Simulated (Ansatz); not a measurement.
**BTe3: one candidate structure**

Aim: relax BTe3 from this start, Cu3Au (L1_2) type (Pm-3m, No. 221), and see where it ends.

Program: Ansatz 0.2.0. Level of theory: DFT PBE, scalar-relativistic, plane waves, PAW. These are calculated values, not measurements.

## Step 1: The starting structure

It takes space group Pm-3m (No. 221, cubic). Conventional cell: a = 4.684 Å, b = 4.684 Å, c = 4.684 Å, α = 90.00°, β = 90.00°, γ = 90.00°. B (site symmetry m-3m) is surrounded by 12 Te at 3.31 Å. Around Te (site symmetry 4/mmm) lie 4 B at 3.31 Å and 8 Te at 3.31 Å.

Structure file:

```cif
data_structure
_symmetry_space_group_name_H-M 'Pm-3m'
_symmetry_Int_Tables_number 221
_cell_length_a 4.6842
_cell_length_b 4.6842
_cell_length_c 4.6842
_cell_angle_alpha 90.000
_cell_angle_beta 90.000
_cell_angle_gamma 90.000
_cell_volume 102.78
loop_
_atom_site_label
_atom_site_type_symbol
_atom_site_symmetry_multiplicity
_atom_site_Wyckoff_symbol
_atom_site_fract_x
_atom_site_fract_y
_atom_site_fract_z
_atom_site_occupancy
B1 B 1 a 0.00000 0.00000 0.00000 1
Te1 Te 3 c 0.00000 0.50000 0.50000 1
```

## Step 2: A first look at the start

File input.yaml:

```yaml
crystal:
  lattice:
    - [4.6841813022, 0.0, 0.0]
    - [0.0, 4.6841813022, 0.0]
    - [0.0, 0.0, 4.6841813022]
  atoms:
    - { symbol: B, position: [0.0, 0.0, 0.0] }
    - { symbol: Te, position: [0.0, 0.5, 0.5] }
    - { symbol: Te, position: [0.5, 0.0, 0.5] }
    - { symbol: Te, position: [0.5, 0.5, 0.0] }
basis:
  ecutwfc: 420
kpoints:
  mp_grid: { grid: [4, 4, 4] }
hamiltonian:
  xc: pbe
scf:
  occupations: { method: gaussian, width: 0.1 }
  lower_state_search: "off"
output:
  forces: true
  stress: true
  eigenvalues: true
```

Run with:

```bash
> ansatz run input.yaml --threads 1 --pin off --max-ram 2560MiB --backend cpu --events-out ev --progress --plain --runs-dir out
```

Output (excerpt; [...] marks lines left out):

```text
[...]
SCF converged after 6 iterations
Free energy (F): -21090.663033 eV
[...]
E sigma→0 (E₀):  -21090.655390 eV
Entropy (-TS):   -0.015286 eV (-3.821 meV/atom)
Fermi energy:    9.802783 eV
[...]
--- Forces (eV/Å), atoms counted from 1 ---
  atom   1  B      0.00000000     0.00000000    -0.00000000
  atom   2  Te     0.00000000    -0.00000000    -0.00000000
  atom   3  Te    -0.00000000    -0.00000000    -0.00000000
  atom   4  Te     0.00000000     0.00000000     0.00000000
[...]
--- Stress (GPa, compression-positive) ---
       -1.353807       0.000000       0.000000
        0.000000      -1.353807       0.000000
        0.000000      -0.000000      -1.353807
  P = ⅓ Tr σ = -1.3538 GPa (-13.538 kbar)
--- Band table (eV; the first three rows and the last of 10) ---
[...]
```

It took 1.9 s on 1 thread of Arm Neoverse V1, shared host; peak memory 0.32 GiB.

Read-out: pressure -1.4 GPa, largest force 0.00 eV/Å, gap on this mesh none (metal). By this gap the next run takes a mesh of 10×10×10.

## Step 3: Relaxing cell and atoms

Changes to input.yaml since step 2:

```diff
@@ -13,3 +13,3 @@
 kpoints:
-  mp_grid: { grid: [4, 4, 4] }
+  mp_grid: { grid: [10, 10, 10] }
 hamiltonian:
@@ -18,3 +18,2 @@
   occupations: { method: gaussian, width: 0.1 }
-  lower_state_search: "off"
 output:
@@ -23 +22,10 @@
   eigenvalues: true
+  write_density: true
+  write_potential: true
+  elf: true
+  volumetric_format: npy
+relax:
+  adjacent_minimum: "off"
+  f_tol: 0.01
+  max_steps: 80
+  cell: { stress_tol: 0.05 }
```

Run with:

```bash
> ansatz run input.yaml --threads 1 --pin off --max-ram 2560MiB --backend cpu --events-out ev --progress --plain --runs-dir out
```

Output:

```text
Warning: RAYON_NUM_THREADS=1 ignored (pool sized by the plan → 1); use --threads N
Engine: ansatz 0.2.0, aarch64-unknown-linux-gnu
Pseudopotentials: kind: paw
Pseudopotential: B, paw, valence charge 3, recommended cutoff 420 eV (normal), B.paw.azcp
Pseudopotential: Te, paw, valence charge 16, recommended cutoff 420 eV (normal), Te.paw.azcp
Functional definition: PBE
  parameter kappa = 0.804
  parameter beta = 0.06672455060314922
  exchange = pbe_x(kappa = kappa, mu = beta*pi^2/3)
  correlation = pbe_c(beta = beta)
Crystal: 4 atoms, lattice volume = 102.778 Å³
Basis set: ecut = 420 eV, 2007 PW (Γ), exchange–correlation on 64×64×64 points (8 copies of the dense FFT grid, shifted against one another)
Bands: 31, of which v1, the nominal top of the filled ones, is band 26 counted from 1 (25 counted from 0)
Symmetry: 48 space group operations
Space group: Pm-3m (ITA 221), of the structure as read, at distance tolerance 4.7e-5 Å
k-points: 56 of 1000
Non-local potential: B, projectors of the file, l = 0: 2, l = 1: 2, l = 2: 1
Non-local potential: Te, projectors of the file, l = 0: 2, l = 1: 2, l = 2: 2, l = 3: 2
PAW form: soft (Blöchl's): semilocal exchange-correlation on the pseudo side does not see the compensation charge
PAW one-centre angular grid: B, 110 points (default); XC on 64 Gauss nodes
PAW one-centre angular grid: Te, 590 points (default); XC on 64 Gauss nodes
Initial density: superposition of atomic densities (neutral atoms: chi_scale 0, normalization atom), corrected by the library's trained network
Initial wavefunctions: pseudopotential atomic-orbital guess
Functional: x = pbe(κ = 0.804, μ = 0.2195149727645171), c = pbe(β = 0.06672455060314922)
SCF iter   1: F=—  HF=-21090.670069 eV  |F-HF|=—  |Δ(HF+E_count)|=         —  Δρ=1.90e-3  dr2=4.00e-3  ethr=1.77e-3  ⟨swp⟩=6.6  Hψ=7286  notcnv=0
preconditioner: auto → Kerker (q_TF=auto, 2.428 Å⁻¹)  [metal: Δε(μ)=0.022 eV  Ē_g=7.027 eV  σ=0.100 eV  W_gap=0.12  n_scr=26 (ndim 8)  ℏωp=16.8 eV  f_vac=0.000  D(μ)=3.35/eV (n_scr^D=26)]
SCF iter   2: F=—  HF=-21090.667221 eV  |F-HF|=—  |Δ(HF+E_count)|=   2.85e-3  Δρ=1.04e-3  dr2=1.11e-3  ethr=7.84e-6  ⟨swp⟩=2.1  Hψ=2897  notcnv=0  defer=5
SCF iter   3: F=—  HF=-21090.667305 eV  |F-HF|=—  |Δ(HF+E_count)|=   8.36e-5  Δρ=2.57e-4  dr2=7.61e-5  ethr=2.19e-6  ⟨swp⟩=2.0  Hψ=2319  notcnv=0  defer=5
SCF iter   4: F=—  HF=-21090.667185 eV  |F-HF|=—  |Δ(HF+E_count)|=   1.20e-4  Δρ=9.23e-5  dr2=9.55e-6  ethr=1.49e-7  ⟨swp⟩=2.7  Hψ=3051  notcnv=0  defer=5
SCF iter   5: F=—  HF=-21090.667188 eV  |F-HF|=—  |Δ(HF+E_count)|=   2.54e-6  Δρ=3.24e-5  dr2=9.69e-7  ethr=1.87e-8  ⟨swp⟩=2.0  Hψ=3104  notcnv=0  defer=5
SCF iter   6: F=—  HF=-21090.667188 eV  |F-HF|=—  |Δ(HF+E_count)|=   1.26e-7  Δρ=1.07e-5  dr2=8.84e-8  ethr=1.96e-10  ⟨swp⟩=9.7  Hψ=13225  notcnv=0
SCF iter   7: F=-21090.667188 eV  HF=-21090.667188 eV  |F-HF|=1.16e-8  |Δ(HF+E_count)|=   6.55e-8  Δρ=3.70e-6  dr2=1.32e-8  ethr=1.73e-10  ⟨swp⟩=8.1  Hψ=10217  notcnv=0
SCF 1 converged in 7 iterations: F = -21090.667188 eV  dr2 = 1.32e-8
relax step   1: F+E_penalty+E_count = -21090.66718773 eV  Δ(F+E_penalty+E_count) = +0.000e0 eV  max|allowed force component| = 2.307e-29 eV/Å  Δτ_max = 0.0000 Å  P = -1.487 GPa  Ω = 102.778 Å³  (7 SCF iters, dr2 threshold 1.00e-7 eV, accepted)
Crystal: 4 atoms, lattice volume = 97.815 Å³
Basis set: ecut = 420 eV, 1935 PW (Γ), exchange–correlation on 64×64×64 points (8 copies of the dense FFT grid, shifted against one another)
Initial density: handed on by an earlier stage of this run
Initial wavefunctions: those handed on with the density
iter 1 solved again at ethr=5.38e-5 eV; its pass at ethr=3.10e-3 eV (dr2=2.74e-2 eV) is discarded
SCF iter   1: F=—  HF=-21090.686257 eV  |F-HF|=—  |Δ(HF+E_count)|=         —  Δρ=2.98e-3  dr2=2.76e-2  ethr=5.38e-5  ⟨swp⟩=1.1  Hψ=8688  notcnv=0
preconditioner: auto → Kerker (q_TF=auto, 2.448 Å⁻¹)  [metal: Δε(μ)=0.033 eV  Ē_g=7.244 eV  σ=0.100 eV  W_gap=0.18  n_scr=26 (ndim 8)  ℏωp=17.2 eV  f_vac=0.000  D(μ)=3.06/eV (n_scr^D=26)]
SCF iter   2: F=—  HF=-21090.681522 eV  |F-HF|=—  |Δ(HF+E_count)|=   4.73e-3  Δρ=9.72e-4  dr2=3.13e-3  ethr=5.38e-5  ⟨swp⟩=1.6  Hψ=1777  notcnv=0
SCF iter   3: F=—  HF=-21090.681005 eV  |F-HF|=—  |Δ(HF+E_count)|=   5.17e-4  Δρ=3.08e-4  dr2=1.38e-4  ethr=6.14e-6  ⟨swp⟩=2.0  Hψ=1975  notcnv=0
SCF iter   4: F=—  HF=-21090.680914 eV  |F-HF|=—  |Δ(HF+E_count)|=   9.05e-5  Δρ=7.26e-5  dr2=6.65e-6  ethr=2.70e-7  ⟨swp⟩=2.0  Hψ=2074  notcnv=0
SCF iter   5: F=—  HF=-21090.680914 eV  |F-HF|=—  |Δ(HF+E_count)|=   1.51e-8  Δρ=2.01e-5  dr2=6.12e-7  ethr=1.30e-8  ⟨swp⟩=3.0  Hψ=3425  notcnv=0
SCF iter   6: F=-21090.680914 eV  HF=-21090.680914 eV  |F-HF|=3.50e-9  |Δ(HF+E_count)|=   4.37e-8  Δρ=5.10e-6  dr2=3.82e-8  ethr=7.84e-10  ⟨swp⟩=10.8  Hψ=12138  notcnv=0
SCF 2 converged in 6 iterations: F = -21090.680914 eV  dr2 = 3.82e-8
relax step   2: F+E_penalty+E_count = -21090.68091428 eV  Δ(F+E_penalty+E_count) = -1.373e-2 eV  max|allowed force component| = 4.898e-30 eV/Å  Δτ_max = 0.0000 Å  P = +0.775 GPa  Ω = 97.815 Å³  energy of the carried Pulay correction = +1.133e-3 eV  (6 SCF iters, dr2 threshold 4.00e-7 eV, accepted)
Crystal: 4 atoms, lattice volume = 99.460 Å³
iter 1 solved again at ethr=5.99e-6 eV; its pass at ethr=3.10e-3 eV (dr2=3.05e-3 eV) is discarded
SCF iter   1: F=—  HF=-21090.684954 eV  |F-HF|=—  |Δ(HF+E_count)|=         —  Δρ=9.98e-4  dr2=3.17e-3  ethr=5.99e-6  ⟨swp⟩=1.4  Hψ=8644  notcnv=0
preconditioner: auto → Kerker (q_TF=auto, 2.441 Å⁻¹)  [metal: Δε(μ)=0.009 eV  Ē_g=7.200 eV  σ=0.100 eV  W_gap=0.05  n_scr=26 (ndim 8)  ℏωp=17.1 eV  f_vac=0.000  D(μ)=3.14/eV (n_scr^D=26)]
SCF iter   2: F=—  HF=-21090.684401 eV  |F-HF|=—  |Δ(HF+E_count)|=   5.53e-4  Δρ=3.49e-4  dr2=4.12e-4  ethr=5.99e-6  ⟨swp⟩=1.8  Hψ=1796  notcnv=0
SCF iter   3: F=—  HF=-21090.684328 eV  |F-HF|=—  |Δ(HF+E_count)|=   7.26e-5  Δρ=1.04e-4  dr2=1.52e-5  ethr=8.08e-7  ⟨swp⟩=2.0  Hψ=1944  notcnv=0
SCF iter   4: F=—  HF=-21090.684229 eV  |F-HF|=—  |Δ(HF+E_count)|=   9.90e-5  Δρ=2.52e-5  dr2=8.86e-7  ethr=2.98e-8  ⟨swp⟩=2.0  Hψ=2146  notcnv=0
SCF iter   5: F=-21090.684229 eV  HF=-21090.684229 eV  |F-HF|=1.26e-8  |Δ(HF+E_count)|=   8.03e-9  Δρ=6.91e-6  dr2=8.08e-8  ethr=7.84e-10  ⟨swp⟩=10.8  Hψ=12097  notcnv=0
SCF 3 converged in 5 iterations: F = -21090.684229 eV  dr2 = 8.08e-8
relax step   3: F+E_penalty+E_count = -21090.68422926 eV  Δ(F+E_penalty+E_count) = -3.315e-3 eV  max|allowed force component| = 6.804e-30 eV/Å  Δτ_max = 0.0000 Å  P = -0.043 GPa  Ω = 99.460 Å³  energy of the carried Pulay correction = +7.511e-4 eV  (5 SCF iters, dr2 threshold 4.00e-7 eV, accepted)
Initial wavefunctions: pseudopotential atomic-orbital guess (no wavefunctions were taken with the density)
iter 1 solved again at ethr=3.64e-8 eV; its pass at ethr=3.10e-3 eV (dr2=1.86e-5 eV) is discarded
SCF iter   1: F=—  HF=-21090.683584 eV  |F-HF|=—  |Δ(HF+E_count)|=         —  Δρ=3.21e-5  dr2=2.37e-7  ethr=3.64e-8  ⟨swp⟩=4.0  Hψ=12845  notcnv=0
preconditioner: auto → Kerker (q_TF=auto, 2.441 Å⁻¹)  [metal: Δε(μ)=0.040 eV  Ē_g=7.196 eV  σ=0.100 eV  W_gap=0.21  n_scr=26 (ndim 8)  ℏωp=17.1 eV  f_vac=0.000  D(μ)=3.14/eV (n_scr^D=26)]
SCF iter   2: F=—  HF=-21090.683485 eV  |F-HF|=—  |Δ(HF+E_count)|=   9.94e-5  Δρ=1.65e-5  dr2=8.11e-8  ethr=4.66e-10  ⟨swp⟩=2.1  Hψ=3153  notcnv=0
SCF iter   3: F=—  HF=-21090.683485 eV  |F-HF|=—  |Δ(HF+E_count)|=   1.55e-7  Δρ=4.47e-6  dr2=1.82e-8  ethr=1.59e-10  ⟨swp⟩=3.0  Hψ=3231  notcnv=0
SCF iter   4: F=—  HF=-21090.683485 eV  |F-HF|=—  |Δ(HF+E_count)|=   5.47e-9  Δρ=9.94e-7  dr2=1.66e-9  ethr=3.58e-11  ⟨swp⟩=2.0  Hψ=2318  notcnv=0
SCF iter   5: F=—  HF=-21090.683485 eV  |F-HF|=—  |Δ(HF+E_count)|=  1.53e-10  Δρ=2.21e-7  dr2=9.83e-11  ethr=3.25e-12  ⟨swp⟩=2.0  Hψ=2122  notcnv=0
SCF iter   6: F=-21090.683485 eV  HF=-21090.683485 eV  |F-HF|=1.46e-11  |Δ(HF+E_count)|=  1.09e-11  Δρ=5.46e-8  dr2=2.93e-12  ethr=1.00e-12  ⟨swp⟩=7.0  Hψ=8157  notcnv=0
SCF 4 converged in 6 iterations: F = -21090.683485 eV  dr2 = 2.93e-12
relax step   4: F+E_penalty+E_count = -21090.68348467 eV  Δ(F+E_penalty+E_count) = +7.446e-4 eV  max|allowed force component| = 5.604e-30 eV/Å  Δτ_max = 0.0000 Å  P = -0.043 GPa  Ω = 99.460 Å³  stress off target by 4.34e-2 GPa  SCF on the basis re-selected at this cell (its energy is not comparable with the rows above)  (6 SCF iters)
basis re-selected at this cell: Δ(F+E_penalty+E_count) = +7.446e-4 eV, ΔP = -0.001 GPa vs the last step (what re-selecting the basis moved, of the pressure what is left beyond the Pulay correction that the steps carried, after the strain that the cell walked since its last selection, with what the two solves' SCF thresholds leave and, on support functions, any second-order correction that the steps lacked; it is no measure of the basis error at this ecutwfc). This SCF's stress stands 4.34e-2 GPa from its target on what of the cell is left free (relax.cell.stress_tol is 5.00e-2 GPa) and its largest allowed force component is 5.60e-30 eV/Å (relax.f_tol is 1.00e-2 eV/Å): within both
SCF converged after 6 iterations
Free energy (F): -21090.683485 eV
Harris-Foulkes:  -21090.683485 eV  (|F-HF|=1.46e-11)
Internal energy: -21090.667766 eV  (E = F + TS)
E sigma→0 (E₀):  -21090.675626 eV
Entropy (-TS):   -0.015718 eV (-3.930 meV/atom)
Fermi energy:    10.327018 eV
--- Per-component energies (eV) ---
  E_band       = -712.615690
  E_kinetic    = 572.545093
  E_local      = -3528.457143  (includes V_loc(G=0)·N_el)
  E_nonlocal   = -915.132220
  E_hartree    = 2321.035196
  E_xc         = -400.139734
  E_vxc        = -344.095847  (∫ρ·V_xc dr)
  E_paw        = -14063.585197  (= ΣΔE_a)
  E_vpaw       = -1139.545264  (= ΣTr[D̂ρ^β])
  E_aug_tail   = -0.000641  (compensation charges beyond the density's cutoff)
  E_ewald      = -5076.933121
  E_smearing   = -0.015718  (= −TS)
  E_closure    = -0.000000  (closes the sum)
  Σ components = -21090.683485   (vs F -21090.683485, Δ=0.00e0)
--- Forces (eV/Å), atoms counted from 1 ---
  atom   1  B      0.00000000     0.00000000     0.00000000
  atom   2  Te     0.00000000    -0.00000000    -0.00000000
  atom   3  Te     0.00000000    -0.00000000     0.00000000
  atom   4  Te    -0.00000000    -0.00000000    -0.00000000
  max |Σ_I F_I| component: 1.17e-29 eV/Å
--- Stress (GPa, compression-positive) ---
       -0.043364      -0.000000       0.000000
       -0.000000      -0.043364      -0.000000
        0.000000      -0.000000      -0.043364
  P = ⅓ Tr σ = -0.0434 GPa (-0.434 kbar)
--- Band table (eV; the first three rows and the last of 56) ---
  k-point 0: bands = ["-27.1617", "-27.1567", "-27.1567", "-27.1567", "-27.1250", "-27.1250", "-27.0878", "-27.0878", "-27.0873", "-27.0873", "-27.0873", "-27.0737", "-27.0737", "-27.0737", "-27.0518", "-3.7140", "0.6160", "0.6160", "5.0894", "5.0894", "5.0894", "5.3699", "9.8778", "9.8778", "9.8778", "10.6853", "10.6853", "10.6853", "14.1181", "14.1676", "14.1676"]
  k-point 1: bands = ["-27.1609", "-27.1567", "-27.1551", "-27.1551", "-27.1257", "-27.1250", "-27.0890", "-27.0890", "-27.0877", "-27.0873", "-27.0870", "-27.0738", "-27.0737", "-27.0737", "-27.0526", "-3.6556", "0.4122", "0.6292", "4.8335", "5.1554", "5.1554", "5.9265", "9.6976", "9.7326", "9.7326", "10.4538", "10.6070", "10.6070", "13.9462", "14.0011", "14.0011"]
  k-point 2: bands = ["-27.1585", "-27.1565", "-27.1502", "-27.1502", "-27.1279", "-27.1249", "-27.0940", "-27.0940", "-27.0876", "-27.0873", "-27.0847", "-27.0739", "-27.0738", "-27.0738", "-27.0548", "-3.4834", "-0.0948", "0.6643", "4.7119", "5.3501", "5.3501", "6.8215", "9.2141", "9.2141", "9.2888", "9.9737", "10.6402", "10.6402", "13.3852", "13.5867", "13.5867"]
  k-point 55: bands = ["-27.1472", "-27.1472", "-27.1472", "-27.1259", "-27.1259", "-27.1259", "-27.1181", "-27.1181", "-27.1181", "-27.0876", "-27.0681", "-27.0681", "-27.0642", "-27.0642", "-27.0642", "-0.8778", "-0.8778", "-0.8778", "3.3322", "4.7146", "4.7146", "4.7146", "4.7148", "12.5023", "12.5023", "12.9387", "12.9387", "12.9387", "13.1405", "13.1405", "13.1405"]
--- Relaxed structure (3 steps of the walk, 3 accepted, 1 SCFs on fresh bases) ---
  F+E_penalty+E_count = -21090.68348467 eV   max|allowed force component| = 5.604e-30 eV/Å   (the final SCF, on the basis selected at the relaxed cell)
  cell:  # Å, volume = 99.4599 Å³
    - [4.633217751902815, 6.479951792052887e-34, 0.0]
    - [6.479951792052887e-34, 4.633217751902815, 1.2839532962581572e-34]
    - [0.0, 1.2839532962581572e-34, 4.633217751902815]
  atoms:
    - { symbol: B, position: [1.3319746069754538e-34, -7.709177789588435e-36, -3.533373153550332e-36] }
    - { symbol: Te, position: [-2.4412396333638256e-35, 0.5, 0.5] }
    - { symbol: Te, position: [0.5, 2.569725929859882e-36, 0.5] }
    - { symbol: Te, position: [0.5, 0.5, 1.6060787061598066e-36] }
```

Run time: 46 s. Hardware: 1 thread of Arm Neoverse V1, shared host; peak memory 0.43 GiB.

Relaxation path:

| step | E - E(step 1) (eV/cell) | largest force component (eV/Å) | pressure (GPa) | volume (Å³) |
| --- | --- | --- | --- | --- |
| 1 | 0.0000 | 0.0000 | -1.49 | 102.78 |
| 2 | -0.0137 | 0.0000 | 0.77 | 97.81 |
| 3 | -0.0170 | 0.0000 | -0.04 | 99.46 |
| 4 | -0.0163 | 0.0000 | -0.04 | 99.46 |

Step 1 is the start. Step 4 repeats the geometry before it on a plane-wave basis chosen anew for that cell, so its energy need not be comparable with the rows above.

|  | before | after | change |
| --- | --- | --- | --- |
| a (Å) | 4.684 | 4.633 | -1.1 % |
| b (Å) | 4.684 | 4.633 | -1.1 % |
| c (Å) | 4.684 | 4.633 | -1.1 % |
| volume (Å³/atom) | 25.69 | 24.86 | -3.2 % |
| shortest distance (Å) | 3.312 | 3.276 | -1.1 % |
| space group (0.01 Å) | Pm-3m | Pm-3m | same |

The run keeps the 48 symmetry operations of the start, so it could not have lowered the symmetry.

Density in a lattice plane of the grid's cell (edges 4.63 and 4.63 Å, at 0.000 of the third edge), which holds B and Te.

Ten even steps from '0' (0.05 e/Å³) to '9' (17.52 e/Å³):
```
000000000000000000000000
000000000000000000000000
000000000000000000000000
000000000000000000000000
000000000000000000000000
000000000000000000000000
000000000001110000000000
000000000023432000000000
000000000146864100000000
000000000258985200000000
000000000146864100000000
000000000023432000000000
000000000001110000000000
000000000000000000000000
000000000000000000000000
000000000000000000000000
000000000000000000000000
000000000000000000000000
000000000000000000000000
000000000000000000000000
```
Columns run along the first of these edges and rows up along the second, over one cell in 24 and 20 even steps from the bottom left corner. Atoms in the plane (fractional): B at (0.00, 1.00), Te at (0.50, 0.50).

ELF in the same plane.

Values, 12 rows by 12 columns:
```
0.48 0.78 0.86 0.43 0.11 0.09 0.09 0.09 0.11 0.43 0.86 0.78
0.87 0.86 0.61 0.22 0.19 0.32 0.38 0.32 0.19 0.22 0.61 0.86
0.55 0.43 0.22 0.25 0.51 0.58 0.58 0.58 0.51 0.25 0.22 0.43
0.11 0.11 0.19 0.51 0.55 0.49 0.44 0.49 0.55 0.51 0.19 0.11
0.05 0.09 0.32 0.58 0.49 0.17 0.03 0.17 0.49 0.58 0.32 0.09
0.05 0.09 0.38 0.58 0.44 0.03 0.42 0.03 0.44 0.58 0.38 0.09
0.05 0.09 0.32 0.58 0.49 0.17 0.03 0.17 0.49 0.58 0.32 0.09
0.11 0.11 0.19 0.51 0.55 0.49 0.44 0.49 0.55 0.51 0.19 0.11
0.55 0.43 0.22 0.25 0.51 0.58 0.58 0.58 0.51 0.25 0.22 0.43
0.87 0.86 0.61 0.22 0.19 0.32 0.38 0.32 0.19 0.22 0.61 0.86
0.48 0.78 0.86 0.43 0.11 0.09 0.09 0.09 0.11 0.43 0.86 0.78
0.02 0.48 0.87 0.55 0.11 0.05 0.05 0.05 0.11 0.55 0.87 0.48
```
Columns run along the first of these edges and rows up along the second, over one cell in 12 and 12 even steps from the bottom left corner. Atoms in the plane (fractional): B at (0.00, 1.00), Te at (0.50, 0.50).

Both are smooth fields of the valence electrons: close to the nuclei they are not physical.

The highest ELF values outside the cores: 0.88 in the shell around B, 0.7 Å from B; 0.58 on the Te–B line, 1.2 Å from Te.

## Step 4: Results

Formation energies count from the elements, computed with the same settings in runs not shown here.

```
                          quantity                                                                      value
                              cell  a = 4.633 Å, b = 4.633 Å, c = 4.633 Å, α = 90.00°, β = 90.00°, γ = 90.00°
                       space group                                                            Pm-3m (No. 221)
                            volume                                                              24.86 Å³/atom
                   gap on the mesh                                                               none (metal)
formation energy from the elements                                                             +1.278 eV/atom
```

The space group stayed Pm-3m, and from the first guess the volume went from 25.69 to 24.86 Å³/atom. The formation energy of +1.28 eV/atom is positive, so the elements lie lower than this structure; another structure of the compound can lie lower. Spin-orbit coupling is left out for Te.
